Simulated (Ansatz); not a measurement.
**F2H4OSi2: molecular dynamics**

Aim: follow the molecule's vibrations and see whether its bonds hold. The start is relaxed first. Runs: 300 steps of 0.25 fs at constant energy, with velocities drawn for 1000 K. SMILES of the start: F[SiH](F)O[SiH3].

Program: Ansatz 0.2.0. Level of theory: RKS r2SCANh-D4/6-31G. These are calculated values, not measurements.

## Step 1: The structure to begin with

Bond lengths: Si1–O2 1.680 Å, O2–Si3 1.680 Å, Si3–H4 1.460 Å, Si3–H5 1.460 Å, Si3–H6 1.460 Å, Si1–F7 1.590 Å, Si1–F8 1.589 Å, Si1–H9 1.459 Å. Angles: Si1–O2–Si3 125.0°, O2–Si1–F7 109.5°, O2–Si1–F8 109.5°, O2–Si1–H9 109.5°, F7–Si1–F8 109.5°, F7–Si1–H9 109.5°, F8–Si1–H9 109.5°, O2–Si3–H4 109.5°, O2–Si3–H5 109.5°, O2–Si3–H6 109.5°, H4–Si3–H5 109.4°, H4–Si3–H6 109.4°, H5–Si3–H6 109.4°.

Coordinates:

```xyz
9

Si    0.0000    0.0000    0.0000
O     0.0000    0.0000    1.6800
Si   -1.3147   -0.4067    2.6436
H    -2.2390   -1.2403    1.8804
H    -0.8506   -1.1432    3.8157
H    -1.9987    0.8095    3.0733
F     1.4994    0.0000   -0.5295
F    -0.7489    1.2974   -0.5295
H    -0.6877   -1.1914   -0.4862
```

## Step 2: Relaxing the start

Input file input.yaml:

```yaml
crystal:
  periodic: [false, false, false]
  atoms:
    - { symbol: Si, position_ang: [0.0, 0.0, 0.0] }
    - { symbol: O, position_ang: [0.0, 0.0, 1.68] }
    - { symbol: Si, position_ang: [-1.3147, -0.4067, 2.6436] }
    - { symbol: H, position_ang: [-2.239, -1.2403, 1.8804] }
    - { symbol: H, position_ang: [-0.8506, -1.1432, 3.8157] }
    - { symbol: H, position_ang: [-1.9987, 0.8095, 3.0733] }
    - { symbol: F, position_ang: [1.4994, 0.0, -0.5295] }
    - { symbol: F, position_ang: [-0.7489, 1.2974, -0.5295] }
    - { symbol: H, position_ang: [-0.6877, -1.1914, -0.4862] }
basis:
  gaussian: { orbitals: "6-31G" }
hamiltonian:
  xc: r2scanh
  dispersion: d4
relax:
  f_tol: 0.02
  max_steps: 40
output:
  orbitals: {}
```

Launch:

```
$ ansatz run input.yaml --threads 1 --pin off --max-ram 2048MiB --backend cpu --events-out ev --progress --plain --runs-dir out
```

Log, cut to the lines that bear on the results:

```text
Warning: RAYON_NUM_THREADS=1 ignored (pool sized by the plan → 1); use --threads N
[...]
Functional definition: r2SCANh
[...]
712 factors; integrals over basis functions are off by at most 1.5e-4 eV
[...]
mean field -23294.95812798 eV, -856.0739213136 hartree, gradient 2.5e-5 eV, S^2 0.000000; 0 other end points of the search recorded, 0 dependent functions left out
[...]
reference -23294.95813927 eV, -856.0739217284 hartree; 29, 29 occupied and 32, 32 virtual orbitals, 712 factors
relax step   1: F+E_penalty+E_count = -23295.00623045 eV  Δ(F+E_penalty+E_count) = +0.000e0 eV  max|allowed force component| = 2.746e0 eV/Å  Δτ_max = 0.0000 Å  (26 SCF iters, accepted)
[...]
relax step   4: F+E_penalty+E_count = -23295.55063589 eV  Δ(F+E_penalty+E_count) = -8.117e-2 eV  max|allowed force component| = 2.177e-1 eV/Å  Δτ_max = 0.2000 Å  (28 SCF iters, accepted)
[...]
relax step   7: F+E_penalty+E_count = -23295.65089813 eV  Δ(F+E_penalty+E_count) = -2.388e-2 eV  max|allowed force component| = 8.751e-2 eV/Å  Δτ_max = 0.1734 Å  (26 SCF iters, accepted)
[...]
relax step  10: F+E_penalty+E_count = -23295.65354785 eV  Δ(F+E_penalty+E_count) = -2.437e-4 eV  max|allowed force component| = 3.730e-2 eV/Å  Δτ_max = 0.0304 Å  (28 SCF iters, accepted)
[...]
relax step  11: F+E_penalty+E_count = -23295.65327646 eV  Δ(F+E_penalty+E_count) = +2.714e-4 eV  max|allowed force component| = 4.609e-2 eV/Å  Δτ_max = 0.0196 Å  (28 SCF iters, rejected (line search))
[...]
relax step  12: F+E_penalty+E_count = -23295.65374103 eV  Δ(F+E_penalty+E_count) = -1.932e-4 eV  max|allowed force component| = 2.305e-3 eV/Å  Δτ_max = 0.0098 Å  (22 SCF iters, accepted)
712 factors; integrals over basis functions are off by at most 1.6e-4 eV
[...]
mean field -23295.60574474 eV, -856.0977207906 hartree, gradient 2.0e-5 eV, S^2 0.000000; 1 other end points of the search recorded, 0 dependent functions left out
[...]
reference -23295.60575588 eV, -856.0977211998 hartree; 29, 29 occupied and 32, 32 virtual orbitals, 712 factors
Total energy: -23295.65375216 eV, -856.0994850308 hartree
Atom 0 at    -0.030559    -0.057544    -0.194783 Å, force    -0.001580    -0.001151    -0.002305 eV/Å
Atom 1 at    -0.805134    -0.408960     1.205982 Å, force     0.001688    -0.000682     0.000427 eV/Å
Atom 2 at    -1.447876    -0.455690     2.780620 Å, force    -0.000781    -0.000418    -0.000486 eV/Å
Atom 3 at    -2.656161    -1.337479     2.754558 Å, force    -0.000507     0.000468     0.001042 eV/Å
Atom 4 at    -0.412813    -1.017547     3.704127 Å, force    -0.000304    -0.000131    -0.000172 eV/Å
Atom 5 at    -1.824625     0.929829     3.204466 Å, force     0.000885     0.000444    -0.000291 eV/Å
Atom 6 at     1.611415     0.106103     0.086233 Å, force    -0.000034     0.000484     0.000967 eV/Å
Atom 7 at    -0.514039     1.444389    -0.753540 Å, force    -0.000473     0.000092     0.000562 eV/Å
Atom 8 at    -0.260408    -1.077800    -1.239863 Å, force     0.001107     0.000894     0.000255 eV/Å
Dipole moment:    -0.380843    -0.423731     0.296785 e Å
```

Wall time 74 s (1 thread of Arm Neoverse V1, shared host); peak memory 0.15 GiB.

Relaxation path:

| step | energy from step 1 (eV) | largest force component (eV/Å) |
| --- | --- | --- |
| 1 | 0.0000 | 2.7464 |
| 2 | -0.3093 | 1.4451 |
| 3 | -0.4632 | 0.5120 |
| 4 | -0.5444 | 0.2177 |
| 5 | -0.5978 | 0.1035 |
| 6 | -0.6208 | 0.2458 |
| 7 | -0.6447 | 0.0875 |
| 8 | -0.6471 | 0.0087 |
| 9x | -0.6466 | 0.1421 |
| 10 | -0.6473 | 0.0373 |
| 11x | -0.6470 | 0.0461 |
| 12 | -0.6475 | 0.0023 |

Step 1 is the start. 2 steps were tried and not accepted (marked x).

After: Bond lengths: Si1–O2 1.639 Å, O2–Si3 1.701 Å, Si3–H4 1.496 Å, Si3–H5 1.497 Å, Si3–H6 1.497 Å, Si1–F7 1.674 Å, Si1–F8 1.674 Å, Si1–H9 1.478 Å. Angles: Si1–O2–Si3 167.3°, O2–Si1–F7 109.9°, O2–Si1–F8 110.0°, O2–Si1–H9 112.5°, F7–Si1–F8 104.6°, F7–Si1–H9 109.8°, F8–Si1–H9 109.8°, O2–Si3–H4 107.8°, O2–Si3–H5 108.7°, O2–Si3–H6 109.4°, H4–Si3–H5 110.4°, H4–Si3–H6 110.3°, H5–Si3–H6 110.3°.

## Step 3: Dynamics

300 steps of 0.25 fs at constant energy, with velocities drawn for 1000 K, from the relaxed start. H is given a mass of 2.014 u.

Input file input.yaml:

```yaml
crystal:
  periodic: [false, false, false]
  atoms:
    - { symbol: Si, position_ang: [-0.030559, -0.057544, -0.194783] }
    - { symbol: O, position_ang: [-0.805134, -0.40896, 1.205982] }
    - { symbol: Si, position_ang: [-1.447876, -0.45569, 2.78062] }
    - { symbol: H, position_ang: [-2.656161, -1.337479, 2.754558] }
    - { symbol: H, position_ang: [-0.412813, -1.017547, 3.704127] }
    - { symbol: H, position_ang: [-1.824625, 0.929829, 3.204466] }
    - { symbol: F, position_ang: [1.611415, 0.106103, 0.086233] }
    - { symbol: F, position_ang: [-0.514039, 1.444389, -0.75354] }
    - { symbol: H, position_ang: [-0.260408, -1.0778, -1.239863] }
basis:
  gaussian: { orbitals: "6-31G" }
hamiltonian:
  xc: r2scanh
  dispersion: d4
md:
  timestep: 0.25
  n_steps: 300
  ensemble: nve
  temperature: 1000.0
  initial_velocities: maxwell_boltzmann
  seed: 483979
  masses: [{ species: H, mass: 2.014 }]
```

Launch:

```
$ ansatz run input.yaml --threads 1 --pin off --max-ram 2048MiB --backend cpu --events-out ev --progress --plain --runs-dir out
```

Log, cut to the lines that bear on the results:

```text
Warning: RAYON_NUM_THREADS=1 ignored (pool sized by the plan → 1); use --threads N
[...]
[... 1 set-up line as earlier in the session ...]
[...]
706 factors; integrals over basis functions are off by at most 1.6e-4 eV
[...]
mean field -23295.60571552 eV, -856.0977197167 hartree, gradient 1.8e-5 eV, S^2 0.000000; 0 other end points of the search recorded, 0 dependent functions left out
[...]
reference -23295.60572675 eV, -856.0977201293 hartree; 29, 29 occupied and 32, 32 virtual orbitals, 706 factors
md step     0: t =     0.00 fs  T =  1000.0 K  F+E_penalty+E_count = -23295.65371180 eV  E_kin = 0.904820 eV  conserved = -23294.74889181 eV  (25 SCF iters)
[...]
md step    20: t =     5.00 fs  T =   530.3 K  F+E_penalty+E_count = -23295.22836645 eV  E_kin = 0.479840 eV  conserved = -23294.74852694 eV  (23 SCF iters)
[...]
md step    40: t =    10.00 fs  T =   454.0 K  F+E_penalty+E_count = -23295.15947440 eV  E_kin = 0.410821 eV  conserved = -23294.74865311 eV  (23 SCF iters)
[...]
md step    60: t =    15.00 fs  T =   298.4 K  F+E_penalty+E_count = -23295.01851376 eV  E_kin = 0.269987 eV  conserved = -23294.74852705 eV  (23 SCF iters)
[...]
md step    79: t =    19.75 fs  T =   546.0 K  F+E_penalty+E_count = -23295.24283575 eV  E_kin = 0.494031 eV  conserved = -23294.74880493 eV  (23 SCF iters)
md step    80: t =    20.00 fs  T =   562.6 K  F+E_penalty+E_count = -23295.25787728 eV  E_kin = 0.509069 eV  conserved = -23294.74880845 eV  (22 SCF iters)
```

## Step 4: The log goes on: dynamics from the start

The log, continued, cut to the lines that bear on the results:

```text
md step    81: t =    20.25 fs  T =   576.6 K  F+E_penalty+E_count = -23295.27052762 eV  E_kin = 0.521721 eV  conserved = -23294.74880663 eV  (23 SCF iters)
[...]
md step   107: t =    26.75 fs  T =   537.4 K  F+E_penalty+E_count = -23295.23484403 eV  E_kin = 0.486268 eV  conserved = -23294.74857642 eV  (22 SCF iters)
[...]
md step   133: t =    33.25 fs  T =   612.5 K  F+E_penalty+E_count = -23295.30301327 eV  E_kin = 0.554198 eV  conserved = -23294.74881481 eV  (24 SCF iters)
[...]
md step   159: t =    39.75 fs  T =   535.4 K  F+E_penalty+E_count = -23295.23329285 eV  E_kin = 0.484482 eV  conserved = -23294.74881042 eV  (24 SCF iters)
[...]
md step   183: t =    45.75 fs  T =   336.0 K  F+E_penalty+E_count = -23295.05256527 eV  E_kin = 0.304027 eV  conserved = -23294.74853801 eV  (23 SCF iters)
md step   184: t =    46.00 fs  T =   327.7 K  F+E_penalty+E_count = -23295.04504807 eV  E_kin = 0.296516 eV  conserved = -23294.74853254 eV  (22 SCF iters)
```

## Step 5: The output, continued: dynamics from the start

Output, continued, cut to the lines that bear on the results:

```text
md step   185: t =    46.25 fs  T =   321.0 K  F+E_penalty+E_count = -23295.03901864 eV  E_kin = 0.290490 eV  conserved = -23294.74852825 eV  (25 SCF iters)
[...]
md step   206: t =    51.50 fs  T =   532.9 K  F+E_penalty+E_count = -23295.23092677 eV  E_kin = 0.482217 eV  conserved = -23294.74870964 eV  (23 SCF iters)
[...]
md step   227: t =    56.75 fs  T =   467.7 K  F+E_penalty+E_count = -23295.17163556 eV  E_kin = 0.423180 eV  conserved = -23294.74845573 eV  (22 SCF iters)
[...]
md step   248: t =    62.00 fs  T =   729.5 K  F+E_penalty+E_count = -23295.40885814 eV  E_kin = 0.660068 eV  conserved = -23294.74878978 eV  (23 SCF iters)
[...]
md step   299: t =    74.75 fs  T =   670.3 K  F+E_penalty+E_count = -23295.35534118 eV  E_kin = 0.606516 eV  conserved = -23294.74882525 eV  (23 SCF iters)
[...]
Total energy: -23295.33162970 eV, -856.0876472486 hartree
Atom 0 at    -0.088721    -0.019062    -0.190718 Å, force     1.362800     1.388252     0.165782 eV/Å
Atom 1 at    -0.733287    -0.290100     1.253313 Å, force    -1.371138    -0.609560     0.573019 eV/Å
Atom 2 at    -1.462901    -0.512713     2.758975 Å, force     0.895148     0.867954     1.507365 eV/Å
Atom 3 at    -1.995172    -1.861552     3.181630 Å, force     0.088775     0.004324    -0.617174 eV/Å
Atom 4 at    -0.265621    -0.203147     3.694454 Å, force    -0.821393    -0.148328    -0.244322 eV/Å
Atom 5 at    -2.563360     0.514409     2.925116 Å, force     0.189254    -0.234988    -0.111666 eV/Å
Atom 6 at     1.555206    -0.037510     0.077727 Å, force     0.406280     0.140289    -0.126326 eV/Å
Atom 7 at    -0.407689     1.520195    -0.782220 Å, force    -0.130103    -0.277653     0.131980 eV/Å
Atom 8 at    -0.353015    -0.998717    -1.157959 Å, force    -0.619623    -1.130290    -1.278659 eV/Å
Dipole moment:    -0.583322    -0.497792     0.192062 e Å
```

It took 27 min on 1 thread of Arm Neoverse V1, shared host; peak memory 0.15 GiB.

## Step 6: What the atoms did

The trajectory, every 22 steps (energies from step 0):

```csv
time (fs),T (K),potential energy change (meV/atom),total energy change (meV/atom)
0.0,1000,0.0,0.00
5.5,485,51.8,0.04
11.0,486,51.6,0.02
16.5,266,73.9,0.05
22.0,607,39.6,0.02
27.5,549,45.3,0.03
33.0,629,37.3,0.01
38.5,440,56.4,0.03
44.0,430,57.3,0.03
49.5,395,60.8,0.04
55.0,532,47.0,0.02
60.5,722,28.0,0.01
66.0,512,49.1,0.04
71.5,719,28.3,0.02
75.0,644,35.8,0.01
```

time (fs), T (K) and a bar:
```
      0.0       1000 ##############################
      3.2        732 ###################
      6.5        421 #######
      9.8        444 #######
     13.0        453 ########
     16.2        260 
     19.5        527 ###########
     22.8        594 ##############
     26.0        534 ###########
     29.2        605 ##############
     32.5        654 ################
     35.8        381 #####
     39.2        501 ##########
     42.5        526 ###########
     45.8        336 ###
     49.0        366 ####
     52.2        572 #############
     55.5        505 ##########
     58.8        585 #############
     62.0        730 ###################
     65.2        541 ###########
     68.5        535 ###########
     71.8        732 ###################
     75.0        644 ################
```

## Step 7: Positions and forces

Positions (Å) and forces (eV/Å):

```xyz
9
time_fs=9.5 T=434 dE=0.5120
Si   -0.038   -0.041   -0.175    0.232   -2.511    0.328
O    -0.830   -0.375    1.248    0.529    0.060   -2.849
Si   -1.492   -0.486    2.764    1.353    0.975    1.372
H    -2.621   -1.471    2.905    0.140    0.216   -0.036
H    -0.166   -0.789    3.471   -0.850   -0.387    0.467
H    -1.717    0.985    3.095   -0.637   -0.527    0.236
F     1.626    0.105    0.039   -0.301    0.060    0.143
F    -0.478    1.440   -0.734   -0.398    0.760   -0.442
H    -0.204   -1.248   -1.178   -0.067    1.355    0.780
9
time_fs=18.8 T=457 dE=0.4916
Si   -0.035   -0.069   -0.143    1.509    2.018   -1.107
O    -0.843   -0.344    1.183   -1.801   -0.814    2.264
Si   -1.498   -0.491    2.777    1.405    0.587   -0.793
H    -2.543   -1.528    3.030   -0.002    0.011   -0.283
H    -0.198   -0.720    3.438    0.046   -0.457    0.768
H    -1.855    0.898    3.083   -0.650    0.353    0.318
F     1.629    0.107    0.000   -0.070   -0.008    0.328
F    -0.457    1.458   -0.731   -0.042   -0.475   -0.033
H    -0.203   -1.147   -1.020   -0.396   -1.215   -1.462
9
time_fs=28.0 T=562 dE=0.3966
Si   -0.003   -0.065   -0.145   -1.810   -1.115   -2.181
O    -0.922   -0.347    1.191    0.621   -0.106   -0.251
Si   -1.468   -0.476    2.781   -0.445    0.659    1.351
H    -2.457   -1.574    3.040    0.026   -0.070   -0.445
H    -0.275   -0.804    3.667   -0.243    0.296   -0.215
H    -2.196    0.845    3.171    0.618   -0.722   -0.223
F     1.631    0.108   -0.025    0.748   -0.085    0.540
F    -0.439    1.462   -0.730    0.050   -0.495    0.116
H    -0.303   -1.268   -1.208    0.436    1.638    1.308
9
time_fs=37.5 T=368 dE=0.5727
Si   -0.009   -0.072   -0.194   -0.458    2.146    3.375
O    -0.977   -0.357    1.194    2.050    0.433   -1.552
Si   -1.447   -0.448    2.817   -0.864   -1.647    0.463
H    -2.357   -1.650    2.882    0.120   -0.049   -0.106
H    -0.406   -0.788    3.849    0.301    0.458   -0.308
H    -2.368    0.611    3.208   -0.025    0.977    0.124
F     1.659    0.105   -0.027   -0.405   -0.346    0.382
F    -0.419    1.447   -0.726   -0.152    0.393   -0.171
H    -0.307   -1.003   -1.125   -0.567   -2.364   -2.208
9
time_fs=47.0 T=312 dE=0.6232
Si   -0.037   -0.058   -0.192    0.794   -1.774   -1.957
O    -0.938   -0.347    1.141    0.085    0.096    2.428
Si   -1.456   -0.458    2.863   -0.809   -0.323   -1.805
H    -2.210   -1.741    2.685   -0.004    0.005    0.438
H    -0.411   -0.593    3.922    0.318    0.149   -0.280
H    -2.460    0.636    3.246    0.599   -0.215   -0.334
F     1.670    0.087   -0.012   -1.253   -0.368    0.203
F    -0.406    1.451   -0.730   -0.281    1.033   -0.413
H    -0.372   -1.143   -1.389    0.552    1.396    1.719
9
time_fs=56.2 T=474 dE=0.4766
Si   -0.046   -0.074   -0.221    0.860    3.098    2.909
O    -0.883   -0.331    1.186    0.058    0.011    0.889
Si   -1.482   -0.480    2.860    1.549    0.076   -1.571
H    -2.075   -1.835    2.662   -0.231    0.004    0.660
H    -0.314   -0.357    3.871   -0.556   -0.332   -0.570
H    -2.384    0.652    3.181   -0.365    0.027   -0.092
F     1.631    0.053    0.012   -0.611   -0.277    0.069
F    -0.405    1.491   -0.749   -0.041   -0.351   -0.011
H    -0.286   -0.959   -1.213   -0.664   -2.257   -2.284
9
time_fs=65.5 T=530 dE=0.4256
Si   -0.044   -0.043   -0.209   -2.231   -0.937   -0.208
O    -0.822   -0.313    1.270    0.790    0.181   -2.532
Si   -1.476   -0.501    2.813   -0.240    0.275   -0.300
H    -2.019   -1.909    2.885   -0.079    0.357    0.200
H    -0.339   -0.227    3.671    0.623   -0.210    0.881
H    -2.415    0.648    3.067   -0.301   -0.390   -0.059
F     1.572    0.009    0.041    1.253   -0.005    0.225
F    -0.406    1.520   -0.769    0.007   -0.746    0.203
H    -0.321   -1.155   -1.377    0.177    1.473    1.588
9
time_fs=75.0 T=644 dE=0.3221
Si   -0.089   -0.019   -0.191    1.363    1.388    0.166
O    -0.733   -0.290    1.253   -1.371   -0.610    0.573
Si   -1.463   -0.513    2.759    0.895    0.868    1.507
H    -1.995   -1.862    3.182    0.089    0.004   -0.617
H    -0.266   -0.203    3.695   -0.821   -0.148   -0.244
H    -2.563    0.514    2.925    0.189   -0.235   -0.112
F     1.555   -0.037    0.078    0.406    0.140   -0.126
F    -0.408    1.520   -0.782   -0.130   -0.278    0.132
H    -0.353   -0.999   -1.158   -0.620   -1.130   -1.279
```

## Step 8: Results

| quantity | value |
| --- | --- |
| relaxation of the start | 9 moves, 0.648 eV lower |
| length | 300 steps of 0.25 fs |
| temperature, first and last step | 1000 and 644 K |
| temperature, second half | mean 544 K, from 312 to 763 K |
| potential energy, second half | +46 meV/atom from the start |
| largest change of the total energy | 0.05 meV/atom |
| bonds formed or broken | 0 |

What this shows: The temperature starts at 1000 K and averages 544 K in the second half, where it ranges from 312 to 763 K; a mean near half the start is what vibrations about a minimum give, since they share energy equally between motion and strain. The total energy strays from its start by at most 0.05 meV/atom, under 0.1 % of the mean kinetic energy, which is good for a step of 0.25 fs. The bonds all hold. Averages from a run of 75 fs with 9 atoms are rough. The nuclei move classically, without zero-point motion, which matters most for hydrogen. In so small a basis the energies are only a sketch.
